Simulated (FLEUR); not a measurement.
# MoSe (Fm-3m) in FLEUR: a series of runs

Runs on MoSe. Level: PBE. Tasks: equation of state.

Program: FLEUR MaX-R8.1 (later development tree). These are calculated values, not measurements. Logs are shortened: lines on timing, memory, paths and dates and some standing lists are left out, and cuts for length are marked.

## 1. The structure

The structure is cubic, space group Fm-3m (No. 225). The conventional cell has a = 5.786 Å, b = 5.786 Å, c = 5.786 Å, α = 90.00°, β = 90.00°, γ = 90.00°. Mo (site symmetry m-3m) has 6 Se at 2.89 Å as nearest neighbours. Se (site symmetry m-3m) is surrounded by 6 Mo at 2.89 Å.

The cell was built by a generator and needn't be a form met in nature.

## 2. Equation of state, PBE, 22.76 Å³/atom (volume scaled by 0.94)

File inp.xml:

```xml
<?xml version="1.0" encoding="UTF-8" standalone="no"?>
<fleurInput fleurInputVersion="0.39">
   <comment>
      MoSe                                                                                                
   </comment>
   <calculationSetup>
      <cutoffs Kmax="4.34" Gmax="13.4" GmaxXC="13.4" numbands="0"/>
      <scfLoop itmax="60" minDistance="0.00001" maxIterBroyd="15" imix="Anderson" alpha="0.05" precondParam="0.0" spinf="2.0" sdNocoIR="T"/>
      <coreElectrons ctail="T" frcor="F" kcrel="0" coretail_lmax="0"/>
      <xcFunctional name="pbe" relativisticCorrections="F"/>
      <magnetism jspins="1"/>
      <soc l_soc="F" theta="0.0" phi="0.0" spav="F"/>
      <expertModes spex="0" secvar="F"/>
      <geometryOptimization l_f="F" forcealpha="1.0" forcemix="BFGS" epsdisp="0.0005" epsforce="0.0002"/>
      <ldaU l_linMix="F" mixParam="0.05" spinf="1.0"/>
   </calculationSetup>
   <cell>
      <bzIntegration valenceElectrons="30.0" mode="hist" fermiSmearingEnergy="0.00183747">
         <kPointListSelection listName="default-1"/>
         <!-- k-points included here -->
         <xi:include xmlns:xi="http://www.w3.org/2001/XInclude" href="kpts.xml"> </xi:include>
      </bzIntegration>
      <!-- symmetry operations included here -->
      <xi:include xmlns:xi="http://www.w3.org/2001/XInclude" href="sym.xml"> </xi:include>
      <bulkLattice scale="0.9795861087">
         <bravaisMatrix>
            <row-1>    0.0000000000000000     5.4667499853670467     5.4667499853670467</row-1>
            <row-2>    5.4667499853670467     0.0000000000000000     5.4667499853670467</row-2>
            <row-3>    5.4667499853670467     5.4667499853670467     0.0000000000000000</row-3>
         </bravaisMatrix>
      </bulkLattice>
   </cell>
   <atomSpecies>
      <species name="Molybdenum (Mo)" element="Mo" atomicNumber="42">
         <mtSphere radius="2.65" gridPoints="879" logIncrement="0.015"/>
         <atomicCutoffs lmax="10" lnonsphr="10"/>
         <electronConfig flipSpins="F">
            <coreConfig>(1s1/2) (2s1/2) (2p1/2) (2p3/2) (3s1/2) (3p1/2) (3p3/2) (3d3/2) (3d5/2)</coreConfig>
            <valenceConfig>(4s1/2) (4p1/2) (4p3/2) (5s1/2) (4d3/2) (4d5/2)</valenceConfig>
            <stateOccupation state="(5s1/2)" spinUp="0.500000" spinDown="0.500000"/>
            <stateOccupation state="(4d3/2)" spinUp="1.000000" spinDown="1.000000"/>
            <stateOccupation state="(4d5/2)" spinUp="1.500000" spinDown="1.500000"/>
         </electronConfig>
         <energyParameters s="5" p="5" d="4" f="4"/>
         <lo type="SCLO" l="0" n="4" eDeriv="0"/>
         <lo type="SCLO" l="1" n="4" eDeriv="0"/>
         <lo type="SCLO" l="1" n="4" eDeriv="1"/>
         <lo type="SCLO" l="2" n="4" eDeriv="2"/>
         <lo type="SCLO" l="3" n="4" eDeriv="2"/>
      </species>
      <species name="Selenium (Se)" element="Se" atomicNumber="34">
         <mtSphere radius="2.26" gridPoints="771" logIncrement="0.016"/>
         <atomicCutoffs lmax="9" lnonsphr="9"/>
         <electronConfig flipSpins="F">
            <coreConfig>(1s1/2) (2s1/2) (2p1/2) (2p3/2) (3s1/2) (3p1/2) (3p3/2)</coreConfig>
            <valenceConfig>(3d3/2) (3d5/2) (4s1/2) (4p1/2) (4p3/2)</valenceConfig>
            <stateOccupation state="(4p1/2)" spinUp="0.666667" spinDown="0.666667"/>
            <stateOccupation state="(4p3/2)" spinUp="1.333333" spinDown="1.333333"/>
         </electronConfig>
         <energyParameters s="4" p="4" d="4" f="4"/>
         <lo type="SCLO" l="2" n="3" eDeriv="0"/>
         <lo type="SCLO" l="0" n="4" eDeriv="2"/>
         <lo type="SCLO" l="1" n="4" eDeriv="2"/>
         <lo type="SCLO" l="3" n="4" eDeriv="2"/>
      </species>
   </atomSpecies>
   <atomGroups>
      <atomGroup species="Molybdenum (Mo)">
         <relPos label="                   1">.0000000000 .0000000000 .0000000000</relPos>
         <force calculate="T" relaxXYZ="TTT"/>
      </atomGroup>
      <atomGroup species="Selenium (Se)">
         <relPos label="                   2">1.000/2.000 1.000/2.000 1.000/2.000</relPos>
         <force calculate="T" relaxXYZ="TTT"/>
      </atomGroup>
   </atomGroups>
   <output dos="F" band="F" slice="F">
      <checks vchk="F" cdinf="F"/>
      <bandDOS minEnergy="-.5*Htr" maxEnergy="0.5*Htr" sigma="0.015" storeEVData="T"/>
      <vacuumDOS vacdos="F" integ="F" star="F" nstars="0" locx1="0.0" locy1="0.0" locx2="0.0" locy2="0.0" nstm="0" tworkf="0.0"/>
      <unfoldingBand unfoldBand="F" supercellX="1" supercellY="1" supercellZ="1"/>
      <plotting iplot="0" polar="F">
         <plot TwoD="T" vec1="  1.0  0.0  0.0" vec2="  0.0  1.0  0.0" vec3="  0.0  0.0  1.0" zero="  0.0  0.0  0.0" file="plot"/>
      </plotting>
      <chargeDensitySlicing numkpt="0" minEigenval="0.0" maxEigenval="0.0" nnne="0" pallst="F"/>
      <specialOutput eonly="F"/>
      <moessbauerParams electricFieldGradient="T" isomerShift="T" coreHyperfine="T" valenceHyperfine="T"/>
      <magneticCircularDichroism mcd="F" energyLo="-10.0" energyUp="0.0"/>
   </output>
  <!-- We include the file relax.xml here to enable relaxations (see documentation) -->
  <xi:include xmlns:xi="http://www.w3.org/2001/XInclude" href="relax.xml"> <xi:fallback/> </xi:include>
</fleurInput>
```

Potentials or basis: all-electron, FLAPW.

Launch:

```
$ inpgen -f crystal.txt -profile fastHighL
$ # inp.xml edited to the form shown
$ fleur_MPI
```

The program printed:

```text
Welcome to FLEUR        (www.flapw.de)
      MaX-Release 8.1          (www.max-centre.eu)

 ========== k-point set info ==========
 Selected k-point list: default-1
 k-point list type: mesh
 8 x 8 x 8
 Number of k points: 29

 ------------Calculation Setup---------------------------
 Number of MPI-tasks      :            1
 Number of PE/node        :            1
 Number of OMP-threads    :            1
 Most efficient MPI parallelization for:
           1          29
 Additional eigenvalue parallelization possible
 Number of basis functions:          514
 Approximate size of matrices (H+S) per k-point:         0.004 GB
 --------------------------------------------------------
 Iteration:     1   Distance:       9.49487133 me/bohr^3
 Iteration:     2   Distance:       7.89394606 me/bohr^3
 Iteration:     3   Distance:       3.50576275 me/bohr^3
 Iteration:     4   Distance:       4.14073766 me/bohr^3
 Iteration:     5   Distance:       1.34342338 me/bohr^3
 Iteration:     6   Distance:       0.46303055 me/bohr^3
 Iteration:     7   Distance:       0.31418437 me/bohr^3
 Iteration:     8   Distance:       0.04795520 me/bohr^3
 Iteration:     9   Distance:       0.05799914 me/bohr^3
 Iteration:    10   Distance:       0.00579491 me/bohr^3
 Iteration:    11   Distance:       0.00926381 me/bohr^3
 Iteration:    12   Distance:       0.00330558 me/bohr^3
 Iteration:    13   Distance:       0.00021502 me/bohr^3
 Iteration:    14   Distance:       0.00014130 me/bohr^3
 Iteration:    15   Distance:       0.00003200 me/bohr^3
 Iteration:    16   Distance:       0.00002505 me/bohr^3
 Iteration:    17   Distance:       0.00000746 me/bohr^3

 ********************************************************************
 Run finished successfully
 Stop message:
   all done
 ********************************************************************
```

It took 1.8 min on 1 thread of AMD EPYC, shared host; peak memory 0.07 GiB.

Results:

```yaml
Free_energy: -176323.2308 eV
Band_gap_on_the_k_mesh: none (metal or under the smearing width)
Valence_electrons_inside_the_program's_atomic_spheres: Mo 12.24; Se 14.03 (radii Mo 2.65, Se 2.26 bohr)
```

## 3. Equation of state, PBE, 23.24 Å³/atom (volume scaled by 0.96)

inp.xml, as its differences from that of step 2:

```diff
@@ -24,3 +24,3 @@
       <xi:include xmlns:xi="http://www.w3.org/2001/XInclude" href="sym.xml"> </xi:include>
-      <bulkLattice scale="0.9795861087">
+      <bulkLattice scale="0.9864848297">
          <bravaisMatrix>
```

Potentials or basis: all-electron, FLAPW.

Launch:

```
$ inpgen -f crystal.txt -profile fastHighL
$ # inp.xml edited to the form shown
$ fleur_MPI
```

It took 1.9 min on 1 thread of AMD EPYC, shared host; peak memory 0.08 GiB.

It converged, with:

| Quantity | Value |
| --- | --- |
| Free energy | -176323.1146 eV |
| Band gap on the k mesh | none (metal or under the smearing width) |
| Valence electrons inside the program's atomic spheres | Mo 12.21; Se 14.01 (radii Mo 2.65, Se 2.26 bohr) |

## 4. Equation of state, PBE, 23.73 Å³/atom (volume scaled by 0.98)

inp.xml, as its differences from that of step 3:

```diff
@@ -24,3 +24,3 @@
       <xi:include xmlns:xi="http://www.w3.org/2001/XInclude" href="sym.xml"> </xi:include>
-      <bulkLattice scale="0.9864848297">
+      <bulkLattice scale="0.9932883884">
          <bravaisMatrix>
```

Launch:

```
$ inpgen -f crystal.txt -profile fastHighL
$ # inp.xml edited to the form shown
$ fleur_MPI
```

Run time: 2 min. Hardware: 1 thread of AMD EPYC, shared host; peak memory 0.07 GiB.

Results (log left out):

| Item | Value |
| --- | --- |
| Free energy | -176322.9954 eV |
| Band gap on the k mesh | none (metal or under the smearing width) |
| Valence electrons inside the program's atomic spheres | Mo 12.19; Se 14.00 (radii Mo 2.65, Se 2.26 bohr) |

## 5. Equation of state, PBE, 24.21 Å³/atom

inp.xml, as its differences from that of step 4:

```diff
@@ -24,3 +24,3 @@
       <xi:include xmlns:xi="http://www.w3.org/2001/XInclude" href="sym.xml"> </xi:include>
-      <bulkLattice scale="0.9932883884">
+      <bulkLattice scale="1.0000000000">
          <bravaisMatrix>
```

Launch:

```
$ inpgen -f crystal.txt -profile fastHighL
$ # inp.xml edited to the form shown
$ fleur_MPI
```

Wall time 1.9 min (1 thread of AMD EPYC, shared host); peak memory 0.08 GiB.

It converged, with:

```
Free energy                                           : -176322.8736 eV
Band gap on the k mesh                                : none (metal or under the smearing width)
Valence electrons inside the program's atomic spheres : Mo 12.17; Se 13.99 (radii Mo 2.65, Se 2.26 bohr)
```

## 6. Equation of state, PBE, 24.69 Å³/atom (volume scaled by 1.02)

inp.xml, as its differences from that of step 5:

```diff
@@ -24,3 +24,3 @@
       <xi:include xmlns:xi="http://www.w3.org/2001/XInclude" href="sym.xml"> </xi:include>
-      <bulkLattice scale="1.0000000000">
+      <bulkLattice scale="1.0066227096">
          <bravaisMatrix>
```

Potentials or basis: all-electron, FLAPW.

Launch:

```
$ inpgen -f crystal.txt -profile fastHighL
$ # inp.xml edited to the form shown
$ fleur_MPI
```

Wall time 2.1 min (1 thread of AMD EPYC, shared host); peak memory 0.08 GiB.

It converged, with:

| Item | Value |
| --- | --- |
| Free energy | -176322.7499 eV |
| Band gap on the k mesh | none (metal or under the smearing width) |
| Valence electrons inside the program's atomic spheres | Mo 12.15; Se 13.98 (radii Mo 2.65, Se 2.26 bohr) |

## 7. Equation of state, PBE, 25.18 Å³/atom (volume scaled by 1.04)

inp.xml, as its differences from that of step 6:

```diff
@@ -24,3 +24,3 @@
       <xi:include xmlns:xi="http://www.w3.org/2001/XInclude" href="sym.xml"> </xi:include>
-      <bulkLattice scale="1.0066227096">
+      <bulkLattice scale="1.0131594038">
          <bravaisMatrix>
```

Launch:

```
$ inpgen -f crystal.txt -profile fastHighL
$ # inp.xml edited to the form shown
$ fleur_MPI
```

Run time: 2.2 min. Hardware: 1 thread of AMD EPYC, shared host; peak memory 0.08 GiB.

Results (log left out):

- Free energy: -176322.6246 eV
- Band gap on the k mesh: none (metal or under the smearing width)
- Valence electrons inside the program's atomic spheres: Mo 12.13; Se 13.97 (radii Mo 2.65, Se 2.26 bohr)

## 8. Equation of state, PBE, 25.66 Å³/atom (volume scaled by 1.06)

inp.xml, as its differences from that of step 7:

```diff
@@ -24,3 +24,3 @@
       <xi:include xmlns:xi="http://www.w3.org/2001/XInclude" href="sym.xml"> </xi:include>
-      <bulkLattice scale="1.0131594038">
+      <bulkLattice scale="1.0196128224">
          <bravaisMatrix>
```

Launch:

```
$ inpgen -f crystal.txt -profile fastHighL
$ # inp.xml edited to the form shown
$ fleur_MPI
```

It took 2 min on 1 thread of AMD EPYC, shared host; peak memory 0.08 GiB.

Results (log left out):

```
Free energy                                           : -176322.4984 eV
Band gap on the k mesh                                : none (metal or under the smearing width)
Valence electrons inside the program's atomic spheres : Mo 12.11; Se 13.96 (radii Mo 2.65, Se 2.26 bohr)
```
